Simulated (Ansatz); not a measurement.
Geometry optimisation, DFT LDA, scalar-relativistic, plane waves, PAW (Ansatz).

Input file:

```yaml
crystal:
  lattice:
    - [5.813, 0.0, 0.0]
    - [0.0, 5.6732, 0.0]
    - [0.0, 0.0, 16.195171]
  atoms:
    - { symbol: W, position: [0.0, 0.0, 0.0617468] }
    - { symbol: C, position: [0.5, 0.25, 0.1653622] }
    - { symbol: W, position: [0.25, 0.0, 0.2171698] }
    - { symbol: C, position: [0.25, 0.25, 0.3207852] }
    - { symbol: W, position: [0.0, 0.5, 0.0617468] }
    - { symbol: C, position: [0.5, 0.75, 0.1653622] }
    - { symbol: W, position: [0.25, 0.5, 0.2171698] }
    - { symbol: C, position: [0.25, 0.75, 0.3207852] }
    - { symbol: W, position: [0.5, 0.0, 0.0617468] }
    - { symbol: C, position: [1.0, 0.25, 0.1653622] }
    - { symbol: W, position: [0.75, 0.0, 0.2171698] }
    - { symbol: C, position: [0.75, 0.25, 0.3207852] }
    - { symbol: W, position: [0.5, 0.5, 0.0617468] }
    - { symbol: C, position: [1.0, 0.75, 0.1653622] }
    - { symbol: W, position: [0.75, 0.5, 0.2171698] }
    - { symbol: C, position: [0.75, 0.75, 0.3207852] }
    - { symbol: Cl, position: [0.744084, 0.2683237, 0.4794745] }
    - { symbol: H, position: [0.8480934, 0.4510349, 0.5072605] }
basis:
  ecutwfc: 420.0
kpoints:
  mp_grid: { grid: [4, 5, 1] }
hamiltonian:
  xc: lda
  pseudopotentials: { kind: paw, azcp: { folder: soft_1 } }
scf:
  occupations: { method: gaussian, width: 0.1 }
  lower_state_search: "off"
relax:
  f_tol: 0.03
  max_steps: 60
  adjacent_minimum: "off"
  constraints: [{ sites: [0, 4, 8, 12] }]
```

Command:

```bash
$ ansatz run input.yaml --threads 4 --pin off --max-ram 10240MiB --backend cpu --events-out ev --progress --plain --runs-dir out
```

Task: Where does it end, and by what steps?

Result: It converged. The force dipped under the threshold on the way, but the program's further checks kept it going. Limits of this set-up: coarse k mesh, thin slab, slab without dipole correction, no dispersion correction for a molecule that may bind weakly, PAW files made for another functional, a typed lattice constant that wasn't relaxed here. After 28 steps the energy has fallen by 13.913 eV; H18 moved furthest, 2.86 Å. Parted: Cl17–H18 (1.28 → 2.90 Å). Joined: C2–C4 (2.91 → 1.76 Å), C4–W11 (3.64 → 2.31 Å), C4–C12 (2.91 → 1.44 Å), C4–W15 (3.64 → 2.31 Å), C8–W11 (3.64 → 2.33 Å), C8–W15 (3.64 → 2.33 Å).

```csv
step,energy less start (eV),largest force component (eV/Å),accepted
0,0.0000,3.436,yes
1,-2.2563,2.119,yes
2,-2.7791,2.417,yes
3,-3.1110,0.514,yes
4,-3.2099,0.194,yes
5,-3.2665,0.211,yes
6,-3.3298,0.230,yes
7,-3.4111,0.335,yes
8,-3.5264,0.529,yes
9,-3.7183,0.786,yes
10,-4.1065,1.362,yes
11,-4.8482,2.386,yes
12,-5.9327,3.701,yes
13,-7.4485,4.816,yes
14,-8.7711,1.560,yes
15,-9.6389,2.351,yes
16,-10.4997,2.030,yes
17,-11.2414,2.517,yes
18,-12.3699,3.541,yes
19,-13.3009,1.709,yes
20,-13.5972,2.570,yes
21,-13.8140,1.702,yes
22,-13.8812,0.803,yes
23,-13.8960,0.399,yes
24,-13.9089,0.147,yes
25,-13.9097,0.254,yes
26,-13.9122,0.088,yes
27,-13.9127,0.030,yes
28,-13.9127,0.029,yes
```

```xyz
18
Lattice="5.8130 0.0000 0.0000 0.0000 5.6732 0.0000 0.0000 0.0000 16.1952" Properties=species:S:1:pos:R:3
W 0.000 0.000 1.000
C 2.950 1.418 2.494
W 1.439 -0.008 3.326
C 2.777 1.418 4.245
W 0.000 2.837 1.000
C 2.855 4.255 2.565
W 1.439 2.845 3.326
C 0.129 4.254 4.343
W 2.906 0.000 1.000
C 5.855 1.418 2.548
W 4.367 -0.008 3.372
C 4.063 1.418 4.885
W 2.906 2.837 1.000
C 5.756 4.255 2.453
W 4.367 2.845 3.372
C 4.661 4.255 4.917
Cl 4.295 1.419 6.570
H 4.404 4.255 5.979
```

Whether the end is a true minimum wasn't checked by a vibrational analysis.

Time of the run: 4.9 min on 4 threads of Arm Neoverse V1, on a shared host, peak memory 1.4 GiB.
